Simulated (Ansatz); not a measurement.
What does this script print? It uses Ansatz 0.2.0 through its Python package.

`run_torsion.py`:
```python
import ansatz
from ase import Atoms


def main() -> None:
    atoms = Atoms(["F", "Si", "Si", "P", "H", "H", "H", "H", "H", "H"], positions=[
        [2.9486, 0.3382, -0.4284],
        [1.6966, -0.3649, 0.2894],
        [-0.2717, 0.6912, -0.2767],
        [-2.0485, -0.296, 0.6417],
        [1.658, -1.7915, -0.1339],
        [1.9161, -0.3234, 1.7607],
        [-0.2867, 2.1102, 0.1713],
        [-0.5034, 0.6653, -1.7467],
        [-2.0728, -1.438, -0.1926],
        [-3.0362, 0.4089, -0.0848],
    ])

    first = (
        ansatz.Crystal.molecule_from_ase(atoms).calculation()
        .basis(gaussian="def2-SVP")
        .functional("r2scan", dispersion="d4")
        .relax(force_tolerance=0.02, max_steps=80)
    )
    atoms.positions = first.run(threads=1).report["positions_ang"]

    start = atoms.get_dihedral(3, 2, 1, 0)
    energies = {}
    for turn in range(0, 360, 40):
        turned = atoms.copy()
        turned.set_dihedral(3, 2, 1, 0, start + turn, indices=[0, 1, 4, 5])
        base = (
            ansatz.Crystal.molecule_from_ase(turned).calculation()
            .basis(gaussian="def2-SVP")
            .functional("r2scan", dispersion="d4")
        )
        energies[round((start + turn) % 360)] = base.run(threads=1).report["free_energy_ev"]
    floor = min(energies.values())
    print("dihedral P3-Si2-Si1-F0 (deg)   E - E(min) (kcal/mol)")
    for angle, e in sorted(energies.items()):
        print(f"{angle:8d} {23.060548 * (e - floor):14.3f}  " + "#" * int(30 * (e - floor) / max(max(energies.values()) - floor, 1e-9)))


if __name__ == "__main__":
    main()
```

```console
$ python run_torsion.py
dihedral P3-Si2-Si1-F0 (deg)   E - E(min) (kcal/mol)
      20          0.486  #############
      60          0.000
     100          0.876  #######################
     140          0.880  #######################
     180          0.097  ##
     220          0.973  ##########################
     260          1.118  ##############################
     300          0.356  #########
     340          0.722  ###################
```

The scan is rigid and the energies are electronic, in a modest basis. With rigid groups the curve can differ much from the relaxed path, the start wasn't checked as a minimum of this torsion, and equivalent turns needn't return to the same energy. Finished in 64 s on 1 thread of Intel(R) Xeon(R) Processor @ 2.30GHz, on a shared host, peak memory 0.27 GiB.
